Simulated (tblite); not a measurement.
# C6H14B2O: the cost of one run

The runs use tblite 0.8.0 and PySCF 2.14.0, with density-fitted response routines of our own; the level of theory stands in each step. All values are computed, except where a source is named. Atoms are numbered from 0 throughout.

### 1 Starting geometry

23 atoms, charge 0, multiplicity 1; geometry from: force field or distance geometry start.

Bonds of the start (Å): B0–C1 1.60, C1–C2 1.47, C2–C3 1.53, C3–B4 1.60, C3–C5 1.52, C5–C6 1.52, C6–O7 1.38, O7–C8 1.40, C5–C2 1.50, B0–H9 1.18, B0–H10 1.18, C1–H11 1.12, C1–H12 1.11, C2–H13 1.11, C3–H14 1.10, B4–H15 1.18, B4–H16 1.19, C5–H17 1.11, C6–H18 1.09, C6–H19 1.12, C8–H20 1.10, C8–H21 1.13, C8–H22 1.10.

### 2 Optimising the geometry with GFN2-xTB

What the job is given:

```
{"job": {"kind": "relax", "xc": "GFN2-xTB", "basis": "xTB"}, "charge": 0, "multiplicity": 1}
B      3.083700    -0.043700    -1.071100
C      1.952000    -1.085600    -0.648200
C      0.677700    -0.344600    -0.620400
C      0.715400     0.832500     0.362000
B      1.861100     0.844700     1.473300
C     -0.268500    -0.316800     0.546700
C     -1.697900     0.149700     0.298500
O     -2.341800    -0.653900    -0.616500
C     -3.650900    -0.185300    -0.800900
H      2.702600     0.920600    -1.643900
H      3.999000     0.095400    -0.341800
H      2.197700    -1.627200     0.302100
H      1.951700    -1.847400    -1.451800
H      0.198100    -0.162600    -1.606700
H      0.383200     1.785900    -0.083600
H      2.519500    -0.122800     1.657400
H      1.738500     1.607800     2.376500
H     -0.145900    -1.005800     1.404500
H     -1.691800     1.180100    -0.061500
H     -2.232500     0.054600     1.275600
H     -4.154600    -0.828900    -1.532900
H     -3.581800     0.847200    -1.264500
H     -4.219300    -0.067000     0.134700
```

Run with:

```bash
OMP_NUM_THREADS=1 python probes_run.py task.json out
```

One launch serves the whole session: the jobs run in the order shown.

**Question.** How long does this first job take on 1 thread of Arm Neoverse N1, shared host, and how much memory does it need?

About 2.2 s, with a peak of 0.18 GiB.
